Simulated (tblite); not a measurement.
# C5H8F2SSi: the cost of one run

The runs use tblite 0.8.0 and PySCF 2.14.0, with density-fitted response routines of our own; the level of theory stands in each step. All values are computed, except where a source is named. Atoms count from 0, in the outputs and in this text.

**1. The starting structure**

17 atoms, charge 0, multiplicity 1; geometry from: force field or distance geometry start.

Bonds of the start (Å): F0–C1 1.39, C1–F2 1.39, C1–C3 1.51, C3–C4 1.48, C4–C5 1.47, C5–S6 1.46, C5–C7 1.49, C7–Si8 1.88, Si8–C3 1.89, C1–H9 1.10, C3–H10 1.08, C4–H11 1.11, C4–H12 1.11, C7–H13 1.09, C7–H14 1.13, Si8–H15 1.46, Si8–H16 1.47.

**2. Optimising the geometry with GFN2-xTB**

Job settings and geometry (Å):

```
{"job": {"kind": "relax", "xc": "GFN2-xTB", "basis": "xTB"}, "charge": 0, "multiplicity": 1}
F      1.523500    -1.812100     0.858000
C      1.966400    -0.647300     0.235400
F      2.768200     0.033500     1.146300
C      0.850600     0.273500    -0.195300
C     -0.088400    -0.355100    -1.153500
C     -1.410400     0.292100    -1.102600
S     -2.148700     0.726100    -2.279700
C     -1.885700     0.461600     0.298300
Si    -0.300800     0.364700     1.299800
H      2.596100    -0.925400    -0.626900
H      1.202300     1.269600    -0.424700
H     -0.198600    -1.456000    -1.072600
H      0.336900    -0.185400    -2.168800
H     -2.638400    -0.273000     0.592000
H     -2.254400     1.524100     0.395200
H     -0.068700     1.580100     2.077400
H     -0.256900    -0.858900     2.111800
```

On the command line:

```
$ OMP_NUM_THREADS=1 python probes_run.py task.json out
```

This one command runs all jobs of the session in turn.

**Question.** How long does this first job take on 1 thread of Intel Xeon at 2.50GHz, shared host?

About 2.5 s.
